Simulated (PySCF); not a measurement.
# Cl4Sn (SnCl4): the cost of one run

Computed with PySCF 2.14.0 and routines of our own; the level stands in each step. Atoms count from 0.

### 1 The system as given

5 atoms, charge 0, multiplicity 1; geometry from: GFN2-xTB.

### 2 Relaxing the molecule at PBE0-D3(BJ)/def2-SVP

Job settings and geometry (Å):

```
{"job": {"xc": "PBE0", "basis": "def2-SVP", "d3": "d3bj", "grid": 1, "maxiter": 30, "shake": 0.03, "kind": "geom"}, "charge": 0, "multiplicity": 1}
Sn     0.059930    -0.075840     0.011360
Cl    -0.006120    -0.031490     2.311030
Cl     2.120820     0.003220    -0.808040
Cl    -1.000330     1.901680    -0.763820
Cl    -1.099450    -1.908050    -0.812650
```

The run is started by

```sh
$ OMP_NUM_THREADS=1 python heavy_run.py task.json out
```

One launch serves the whole session: the jobs run in the order shown.

**Question.** How long does this first job take on 1 thread of Arm Neoverse V2, shared host, and how much memory does it need?

About 35 s, with a peak of 0.4 GiB.
